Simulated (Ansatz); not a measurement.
BH6ISiSn, SMILES B[SiH]([SnH3])I, a comparison of dispersion corrections

Computed with Ansatz 0.2.0 through its Python package.

`bh6isisn.py`:
```python
"""Dispersion corrections for BH6ISiSn."""

import warnings

import ansatz as az

warnings.simplefilter("ignore", az.DeckWarning)

geometry_ang = [
    ("B", (-0.6584, 1.7584, -0.3448)),
    ("Si", (-0.2917, -0.0282, -0.8487)),
    ("Sn", (0.9198, -1.1255, 1.0258)),
    ("I", (-2.3002, -1.2481, -1.289)),
    ("H", (-0.0913, 2.6579, -0.899)),
    ("H", (-1.826, 2.0682, -0.0741)),
    ("H", (0.5768, -0.0276, -2.0521)),
    ("H", (1.3674, -2.7621, 0.5933)),
    ("H", (-0.0483, -1.0986, 2.5153)),
    ("H", (2.4352, -0.2455, 1.3763)),
]
geometry = az.Crystal.molecule()
for symbol, xyz in geometry_ang:
    geometry = geometry.atom(symbol, xyz)

model = geometry.calculation().basis(gaussian="def2-SVP")
for name in ["r2scan", "pbe"]:
    for correction in ("d3bj", "d4"):
        summary = model.functional(name, dispersion=correction).run().report
        print(f"{name:8s} {correction:5s} total {summary['free_energy_ev']:.5f} eV, of which dispersion {1000 * summary['dispersion']['energy']['ev']:.2f} meV")
```

Running `python bh6isisn.py` prints:
```text
r2scan   d3bj  total -22583.91389 eV, of which dispersion -84.99 meV
r2scan   d4    total -22583.89619 eV, of which dispersion -67.29 meV
pbe      d3bj  total -22573.92755 eV, of which dispersion -284.42 meV
pbe      d4    total -22573.93733 eV, of which dispersion -294.20 meV
```

Caveats:
- Total energies depend on the basis set; only differences at equal settings carry meaning.
- The geometry is a force-field or estimated start, not a minimum of this method, and the basis set is short of its limit. D4 holds the three-body term, and d3bj doesn't.
- def2 sets replace the cores of elements past krypton by effective core potentials.
- A dispersion term here runs with damping parameters fitted for another variant or functional.
- The script silences the warnings on its input, which a real study should read.
- The whole script took 25 s on 1 thread of Arm Neoverse V1, with other jobs on the host, peak memory 0.24 GiB.
